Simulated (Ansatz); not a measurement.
Task: a relaxed scan of one distance of H3IOSi, SMILES O[SiH2]I, with the Python package of Ansatz (0.2.0). Give the script and its output. Level of theory (for the species named): PBE0, def2-SVP basis, multiplicity 1.

```xyz
6

O    -1.3070   -0.1779   -0.0377
Si    0.2122    0.2914    0.2587
I     1.5961   -1.1369   -1.1360
H    -1.3961   -0.8361   -0.6996
H     0.4231    1.7073   -0.1227
H     0.5138    0.0882    1.6913
```

`relaxed_scan_h3iosi.py`
```python
"""Relaxed scan of one distance in H3IOSi."""

import ansatz as az
from ase import Atoms
import numpy as np


def main() -> None:
    atoms = Atoms(["O", "Si", "I", "H", "H", "H"], positions=[
        (-1.307, -0.1779, -0.0377),
        (0.2122, 0.2914, 0.2587),
        (1.5961, -1.1369, -1.136),
        (-1.3961, -0.8361, -0.6996),
        (0.4231, 1.7073, -0.1227),
        (0.5138, 0.0882, 1.6913),
    ])
    h3iosi = az.Crystal.molecule_from_ase(atoms)

    base = h3iosi.calculation()
    base = base.basis(gaussian="def2-SVP")
    base = base.functional("pbe0")
    symbols = [site.symbol for site in h3iosi.cartesian_sites]
    pairs = [(0, 1), (0, 3), (1, 2), (1, 4), (1, 5)]
    print("held (A)   E (eV)        ", "  ".join(f"{symbols[i]}{i}-{symbols[j]}{j}" for i, j in pairs))
    for length in [1.36, 1.48, 1.6, 1.78, 2.0]:
        rep = base.relax(constraints=[az.DistanceConstraint((1, 4), at=length)], force_tolerance=0.02, max_steps=60).run(threads=1, backend="cpu").report
        xyz = np.array(rep["positions_ang"])
        print(f"{length:6.2f} {rep['free_energy_ev']:14.5f}  ", "  ".join(f"{np.linalg.norm(xyz[i] - xyz[j]):.3f}" for i, j in pairs))


if __name__ == "__main__":
    main()
```

```console
$ python relaxed_scan_h3iosi.py
held (A)   E (eV)         O0-Si1  O0-H3  Si1-I2  Si1-H4  Si1-H5
DeckWarning: relax.constraints: the input's atoms, or those drawn, lie off the distances that are held; a relaxation that starts there is brought onto them ahead of its first SCF, by positions alone, [...]
  1.36   -18066.82770   1.655  0.961  2.462  1.360  1.487
  1.48   -18067.03753   1.653  0.962  2.458  1.480  1.482
  1.60   -18066.94515   1.652  0.962  2.455  1.600  1.481
  1.78   -18066.53110   1.650  0.963  2.450  1.780  1.480
  2.00   -18065.84242   1.648  0.963  2.443  2.000  1.479
```
(Warnings from the package without file and line, shortened, repeats left out.)

Total energies depend on the basis set; only differences at equal settings carry meaning. The energies are electronic: no zero-point or thermal terms, and the basis set is short of its limit. def2 sets replace the cores of elements past krypton by effective core potentials. It ran for 2.7 min on 1 thread of Arm Neoverse V2 (shared host), peak memory 0.22 GiB.
